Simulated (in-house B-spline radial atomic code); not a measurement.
**Rb²⁺: binding energies from hole states**

Aim: the cost of two holes at once in Rb²⁺, against the sum of the two single holes.

The numbers are computed with in-house B-spline radial atomic code version 1 (Dirac-Hartree-Fock, average of configuration, Fermi nucleus, basis-set limit), except any that are marked as measured or tabulated.

### Step 1. What is computed

- element: rubidium (Z = 37)
- charge: +2
- electrons: 35
- configuration: [Ar] 3d10 4s2 4p5
- Hamiltonian: Dirac-Coulomb
- nucleus: Fermi, rms radius 4.204 fm

The outer shells:

[Ar] 3d10 4s2 4p5
```
[Ar] core
3d [↑↓][↑↓][↑↓][↑↓][↑↓]
4s [↑↓]
4p [↑↓][↑↓][↑ ]
```

The boxes draw the filling by Hund's rule, which heavy ions in jj coupling don't follow; these runs average over all states of the configuration.

Input settings:

```ini
Z = 37
electrons = 35.0
configuration = [Ar] 3d10 4s2 4p5
hamiltonian = dirac
method = hf
spin_polarised = False
nucleus = fermi
rms_radius = 4.2036
mass_number = 85
atomic_mass = 84.91178973604
speed_of_light = 137.035999084
```

This reference run was done before. Its total energy is -2978.689109 hartree, and its levels are (the highest eight at most):

| orbital | occupation | energy (eV) | <r> (bohr) |
| --- | --- | --- | --- |
| 3s1/2 | 2 | -361.52 | 0.5071 |
| 3p1/2 | 2 | -286.87 | 0.5097 |
| 3p3/2 | 4 | -277.26 | 0.5195 |
| 3d3/2 | 4 | -146.98 | 0.5201 |
| 3d5/2 | 6 | -145.35 | 0.5238 |
| 4s1/2 | 2 | -60.045 | 1.439 |
| 4p1/2 | 1.66667 | -40.527 | 1.626 |
| 4p3/2 | 3.33333 | -39.491 | 1.654 |

Single holes known from earlier runs (ΔSCF): 1s 15263.6 eV, 2s 2102.81 eV, 2p1/2 1896.56 eV, 3p1/2 279.16 eV, 3d3/2 138.97 eV, 3d5/2 137.43 eV.

### Step 2. The 1s and 3d5/2 holes

In configurations, a minus sign after the shell means j = l − 1/2 and a plus sign j = l + 1/2; the count of electrons follows.

Input settings:

```ini
Z = 37
electrons = 33.0
configuration = 1s1 2s2 2p6 3s2 3p6 3d-4 3d+5 4s2 4p5
hamiltonian = dirac
method = hf
spin_polarised = False
nucleus = fermi
rms_radius = 4.2036
mass_number = 85
atomic_mass = 84.91178973604
speed_of_light = 137.035999084
```

### Step 3. The 2s and 3d5/2 holes

Changes to the settings of step 2:

```diff
@@ -2,3 +2,3 @@
 electrons = 33.0
-configuration = 1s1 2s2 2p6 3s2 3p6 3d-4 3d+5 4s2 4p5
+configuration = 1s2 2s1 2p6 3s2 3p6 3d-4 3d+5 4s2 4p5
 hamiltonian = dirac
```

### Step 4. The 2s and 2p1/2 holes

Changes to the settings of step 3:

```diff
@@ -2,3 +2,3 @@
 electrons = 33.0
-configuration = 1s2 2s1 2p6 3s2 3p6 3d-4 3d+5 4s2 4p5
+configuration = 1s2 2s1 2p-1 2p+4 3s2 3p6 3d10 4s2 4p5
 hamiltonian = dirac
```

### Step 5. The 2p1/2 and 3p1/2 holes

Changes to the settings of step 4:

```diff
@@ -2,3 +2,3 @@
 electrons = 33.0
-configuration = 1s2 2s1 2p-1 2p+4 3s2 3p6 3d10 4s2 4p5
+configuration = 1s2 2s2 2p-1 2p+4 3s2 3p-1 3p+4 3d10 4s2 4p5
 hamiltonian = dirac
```

### Step 6. The 2s and 2s holes

Changes to the settings of step 5:

```diff
@@ -2,3 +2,3 @@
 electrons = 33.0
-configuration = 1s2 2s2 2p-1 2p+4 3s2 3p-1 3p+4 3d10 4s2 4p5
+configuration = 1s2 2p6 3s2 3p6 3d10 4s2 4p5
 hamiltonian = dirac
```

### Step 7. The 1s and 3d3/2 holes

Changes to the settings of step 6:

```diff
@@ -2,3 +2,3 @@
 electrons = 33.0
-configuration = 1s2 2p6 3s2 3p6 3d10 4s2 4p5
+configuration = 1s1 2s2 2p6 3s2 3p6 3d-3 3d+6 4s2 4p5
 hamiltonian = dirac
```

**Question.** What does each hole state cost in eV, and how does that compare with the orbital energies or single holes?

The runs gave:

| two holes | ΔSCF (eV) | less the two single holes (eV) |
| --- | --- | --- |
| 1s and 3d5/2 | 15438.0 | 36.99 |
| 2s and 3d5/2 | 2278.59 | 38.35 |
| 2s and 2p1/2 | 4081.29 | 81.93 |
| 2p1/2 and 3p1/2 | 2210.59 | 34.87 |
| 2s and 2s | 4294.44 | 88.82 |
| 1s and 3d3/2 | 15439.8 | 37.28 |

What this shows: Two holes cost more than the sum of each, because the second electron leaves a more charged ion. The excess runs from 34.9 eV (2p1/2 and 3p1/2) to 88.8 eV (2s and 2s); it tends to be largest where both holes are compact. Two partly filled shells share a symmetry and can mix in the average, which may lower the energy, in these hole states: 2s and 2p1/2; 2p1/2 and 3p1/2; 2p1/2; 3p1/2. Values are for the free ion, measured from the vacuum level.
